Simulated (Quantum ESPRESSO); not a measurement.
HfVGe under changes of volume

One of the cells (16.111 Å³/atom); the others are scaled copies at fixed shape and fractional positions:

```xyz
6
Lattice="-1.8389 1.8389 7.1469 1.8389 -1.8389 7.1469 1.8389 1.8389 -7.1469" Properties=species:S:1:pos:R:3 pbc="T T T"
Hf    0.0000    0.0000    4.6167
Hf    0.0000    0.0000    9.6771
Ge    0.0000    0.0000   12.4548
Ge    0.0000    0.0000    1.8389
V     1.8389    0.0000    0.0000
V     0.0000    1.8389    0.0000
```

The cell comes from a database or a generator and needn't be the stable form of this composition.

| Quantity | Value |
| --- | --- |
| Program | Quantum ESPRESSO 7.5 |
| Functional | LDA |
| Potentials or basis | GBRV 1.5 LDA |
| Cutoff | 612 eV |
| Density cutoff | 4898 eV |
| k mesh | 4 × 4 × 4 |
| Occupations | fermi-dirac, width 0.05 eV |
| Spin | collinear spin, ferromagnetic start |
| Starting moments | [0.0, 0.0, 0.0, 0.0, 2.0, 2.0] μB |

```csv
volume (Å³/atom),energy over the lowest point (meV/atom),pressure (GPa)
15.144,?,?
15.467,0.91,2.1
15.789,0.00,-1.6
16.111,6.20,-5.0
16.433,18.82,-8.0
16.756,37.24,-10.7
17.078,60.86,-13.2
```

What does the run at 15.144 Å³/atom give?

Energy over the lowest point 9.81 meV/atom; pressure 6.2 GPa.

Worked out: A Birch-Murnaghan fit of order 3 (a polynomial in V^(-2/3)) to the other rows has its minimum at 15.67 Å³/atom with B0 = V·E''(V) = 179 GPa and B' = 4.1 at fixed shape and positions, which overstates the stiffness. It gives 9.74 meV/atom at 15.144 Å³/atom, against the run's 9.81, and -dE/dV = 6.5 GPa, against 6.2.

Energies are extrapolated to zero smearing.

Caveats: all runs use coarse meshes.
